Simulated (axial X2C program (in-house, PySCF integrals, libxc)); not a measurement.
**A two-component session on TeO: properties at the nuclei**

Aim: properties at the nuclei of TeO, with spin–orbit coupling in the Hamiltonian from the start.

Computed with an in-house X2C program for linear molecules on PySCF integrals. Level: two-component X2C with atomic mean-field terms, Te dyall-cv3z, O dyall-av3z.

All values are calculated.

### 1 Set-up

The input, task.json:

```json
{"zs": [52, 8], "q": 0, "bas": ["dyall-cv3z", "dyall-av3z"], "r0": 1.85, "levels": ["PBE0", "HF", "PBE50", "BHandHLYP", "B3LYP"], "nst": 3}
```

Keys: zs atomic numbers; q charge; bas basis sets; r0 starting distance in Å; levels methods (HF also brings MP2); nst determinants followed.

On the command line:

```console
$ python soeom.py task.json out
```

Further steps of the session: Expectation values, lowest determinant; Expectation values, a higher determinant; Expectation values, a higher determinant.

Before running it: what results should come out? Wanted: lowest determinant; Eeff magnitude; Ws magnitude Te; A∥/gI Te; qzz Te; higher determinant; qzz O; μ (for each run or level that gives them).

**Answer**, as computed:

| quantity | value |
| --- | --- |
| lowest determinant | Ω = 1 (excess of +ω over −ω: ω = -1/2, ω = 3/2) |
| Eeff magnitude (GV/cm), PBE0 | 0.887 |
| Ws magnitude Te (kHz), PBE0 | 0.0564 |
| A∥/gI Te (MHz), PBE0 | -775 |
| qzz Te (a.u.), PBE0 | 2.93 |
| higher determinant | Ω = 0 (closed shell) |
| qzz Te (a.u.), PBE0, higher determinant | 3.01 |
| qzz O (a.u.), PBE0, higher determinant | 0.85 |
| μ (D), PBE0, higher determinant | -3.15 |
| higher determinant | Ω = 2 (excess of +ω over −ω: ω = 1/2, ω = 3/2) |
| Eeff magnitude (GV/cm), PBE0, higher determinant | 2.19 |
| Ws magnitude Te (kHz), PBE0, higher determinant | 0.623 |
| A∥/gI Te (MHz), PBE0, higher determinant | 976 |
| qzz Te (a.u.), PBE0, higher determinant | 2.99 |

In the first state, the effective field runs from 0.369 to 2.41 GV/cm over the mean-field levels, so the levels don't agree on it. The expectation values come from single determinants, which for open shells can mix terms of unlike spin or miss the lowest Ω, so a determinant need not be a state. Eeff is the effective electric field on the electron dipole moment in this Ω state and Ws the scalar–pseudoscalar constant (defined with the proton number Z and per Ω); A∥ is the parallel hyperfine constant, which follows by multiplying with the nuclear g factor gI = μI/(I μN); qzz is the electric field gradient, eQq0 = 234.96 MHz × Q/barn × qzz; μ is positive if O is the positive end. The operators were transformed with the bare-nucleus X2C matrices.
